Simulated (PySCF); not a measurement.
# A diatomic session: AsF−

One job finds the state of AsF−, follows it along the bond with each method and fits the curves.

Computed with PySCF 2.14.0. Level: As def2-TZVPPD, F def2-TZVPPD, no relativity.

## 1. Set-up

The job is set up so:

```
atoms                         : As, F
charge                        : -1
basis                         : As def2-TZVPPD, F def2-TZVPPD
Hamiltonian                   : no relativity
basis functions               : 94
electrons treated             : 43
masses in u                   : 74.9216, 18.9984
levels                        : PBE0, PBE, r²SCAN, B97-3, PBEsol, PW91, B3LYP, revPBE, HSE06, HF, MP2, SCS-MP2, CCSD, CCSD(T)
grid                          : 80 radial by 434 angular points
occupations                   : held fixed by the projection of orbital angular momentum
dissociation limit            : As + F−, each in its ground configuration
starting distance in angstrom : 1.890
values of 2S to try           : 1, 3
```

Command:

```
> OMP_NUM_THREADS=2 python dia.py task.json out
```

After this run come: PBE0 along the bond; Higher solutions at PBE0; PBE (GGA); r²SCAN (meta-GGA); B97-3 (global hybrid GGA); PBEsol; PW91 (GGA); B3LYP; revPBE (GGA); HSE06 (range-separated hybrid); UHF; MP2 and coupled cluster.

**Question.** What will these runs give? Wanted: for each run, Re; ωe; De; μ.

As calculated:

Lowest PBE0 solution found, without spin–orbit coupling: ²Π (doublet), unpaired electrons π ↑. State 2 has its PBE0 minimum 0.77 eV higher. State 3 has its PBE0 minimum 1.34 eV higher, as a spin-mixed determinant (⟨S²⟩ = 1.76), so this is no gap between pure states. State 4 has its PBE0 minimum 1.37 eV higher, as a spin-mixed determinant (⟨S²⟩ = 1.76), so this is no gap between pure states. The other levels ran on the lowest alone.

```csv
level,Re (Å),ωe (cm⁻¹),De (eV),μ (D)
UHF,1.820,556,0.84,-0.56
UHF-MP2,1.852,532,1.20,n/a
UHF-SCS-MP2,1.857,525,1.31,n/a
UHF-CCSD,1.845,538,1.34,n/a
UHF-CCSD(T),1.854,527,1.39,n/a
PBE,1.880,495,1.69,-0.54
PBEsol,1.857,520,1.92,-0.35
revPBE,1.893,482,1.48,-0.58
PW91,1.878,497,1.72,-0.56
r²SCAN,1.850,525,1.72,-0.36
B3LYP,1.869,504,1.68,-0.69
PBE0,1.847,531,1.67,-0.48
B97-3,1.860,515,1.66,-0.57
HSE06,1.850,527,1.73,-0.50
```

De is counted to As + F− in their ground configurations. A positive dipole points from As to F; in an ion it is taken about the centre of mass and does not tell which atom is negative.

Differences from CCSD(T) in the same basis:

```csv
level,Re (mÅ),ωe (%)
UHF,-34,+5.6
UHF-MP2,-2,+1.1
UHF-SCS-MP2,+3,-0.4
UHF-CCSD,-9,+2.1
PBE,+26,-5.9
PBEsol,+3,-1.3
revPBE,+39,-8.4
PW91,+24,-5.6
r²SCAN,-3,-0.3
B3LYP,+15,-4.2
PBE0,-7,+0.9
B97-3,+6,-2.1
HSE06,-4,+0.2
```

Against CCSD(T) in the same basis, the bond length is nearest at UHF-MP2 (-2 mÅ) and farthest at revPBE (+39 mÅ); the wavenumber is nearest at HSE06 (+0.2 %) and farthest at revPBE (-8.4 %). Hartree–Fock falls on the short and stiff side, its usual fault. PBE has the long and soft bond that GGAs tend to give. Among the levels with a De in the table, it runs from 0.84 eV (UHF) to 1.92 eV (PBEsol).

Correlated steps freeze 10 core orbitals. With some functionals the highest level of the anion is positive, from self-interaction error or because the anion is truly unbound there; the finite basis then holds the extra electron, and no neutral molecule was run to test the binding.
